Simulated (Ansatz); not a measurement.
**C₃H₉NSi: basis-set convergence**

One table from this session's results is given with a row withheld; the runs are named, their logs left out.

Computed with Ansatz 0.2.0, Gaussian basis. Level: one geometry, several basis sets.

Plan: PBE0-D4/def2-SVP; ωB97M-V/def2-SVP; PBE0-D4/def2-QZVPP; ωB97M-V/def2-QZVPP; the functionals' def2-TZVPP values are taken from earlier runs.

## The relaxed structure

An earlier PBE0-D4 in a triple-zeta def2 set relaxation fixed the geometry.

SMILES `C[Si]N(C)C`, 14 atoms, charge 0, spin multiplicity 1.

Atoms are counted from 1 here; the program's logs count them from 0.

Bond lengths: C1–Si2 1.908 Å, C1–H6 1.096 Å, C1–H7 1.096 Å, C1–H8 1.093 Å, Si2–N3 1.719 Å, N3–C4 1.444 Å, N3–C5 1.449 Å, C4–H9 1.088 Å, C4–H10 1.097 Å, C4–H11 1.097 Å, C5–H12 1.097 Å, C5–H13 1.097 Å, C5–H14 1.092 Å. Angles: Si2–C1–H6 112.2°, Si2–C1–H7 112.3°, Si2–C1–H8 109.3°, H6–C1–H7 107.8°, H6–C1–H8 107.6°, H7–C1–H8 107.6°, C1–Si2–N3 101.5°, Si2–N3–C4 129.9°, Si2–N3–C5 118.4°, C4–N3–C5 111.8°, N3–C4–H9 111.2°, N3–C4–H10 110.8°, N3–C4–H11 110.8°, H9–C4–H10 108.3°, H9–C4–H11 108.3°, H10–C4–H11 107.2°, N3–C5–H12 111.1°, N3–C5–H13 111.1° and more.

Geometry (Å):

```xyz
14
charge 0, multiplicity 1
C    -1.9269    0.0839    1.2900
Si   -0.8600    1.3442    0.3348
N     0.3704    0.3323   -0.3109
C     0.5618   -1.0931   -0.1770
C     1.4050    0.9391   -1.1235
H    -2.3448   -0.6866    0.6322
H    -1.3625   -0.4225    2.0812
H    -2.7637    0.6043    1.7623
H    -0.2196   -1.5392    0.4344
H     1.5314   -1.3145    0.2870
H     0.5521   -1.5818   -1.1596
H     2.3972    0.7793   -0.6834
H     1.4151    0.5113   -2.1338
H     1.2316    2.0140   -1.2047
```

The first run:

Contents of in.yaml:

```yaml
crystal:
  periodic: [false, false, false]
  atoms:
    - {symbol: C, position_ang: [-1.926928, 0.083857, 1.290031]}
    - {symbol: Si, position_ang: [-0.859967, 1.344248, 0.334757]}
    - {symbol: N, position_ang: [0.370441, 0.332328, -0.310895]}
    - {symbol: C, position_ang: [0.561794, -1.093109, -0.176987]}
    - {symbol: C, position_ang: [1.404995, 0.939127, -1.123545]}
    - {symbol: H, position_ang: [-2.344849, -0.686650, 0.632231]}
    - {symbol: H, position_ang: [-1.362497, -0.422496, 2.081162]}
    - {symbol: H, position_ang: [-2.763722, 0.604311, 1.762257]}
    - {symbol: H, position_ang: [-0.219631, -1.539167, 0.434369]}
    - {symbol: H, position_ang: [1.531363, -1.314458, 0.286965]}
    - {symbol: H, position_ang: [0.552143, -1.581751, -1.159560]}
    - {symbol: H, position_ang: [2.397159, 0.779287, -0.683394]}
    - {symbol: H, position_ang: [1.415112, 0.511299, -2.133763]}
    - {symbol: H, position_ang: [1.231584, 2.013975, -1.204729]}
basis:
  gaussian: {orbitals: def2-SVP}
hamiltonian: {xc: pbe0, dispersion: d4}
output: {orbitals: {seedname: orbitals}}
```

Started as:

```bash
$ ansatz run in.yaml --threads 4 --pin off --events-out ev --progress --plain --max-ram 10444MiB
```

Steps of the session up to this table: PBE0-D4 in def2-SVP; ωB97M-V in def2-SVP; PBE0-D4 in def2-QZVPP; ωB97M-V in def2-QZVPP.

One of the session's tables, all rows but one given; the rest of the session is left out.

```
functional       basis  HOMO (eV)
   PBE0-D4    def2-SVP      -5.80
   PBE0-D4  def2-TZVPP      -5.88
   PBE0-D4  def2-QZVPP      -5.92
   ωB97M-V    def2-SVP      -7.90
   ωB97M-V  def2-TZVPP      -8.00
   ωB97M-V  def2-QZVPP          ?
```

**Question.** Estimate the row for ωB97M-V, def2-QZVPP.

The run gave: HOMO (eV): -8.03. In the column «HOMO (eV)» it is the lowest.
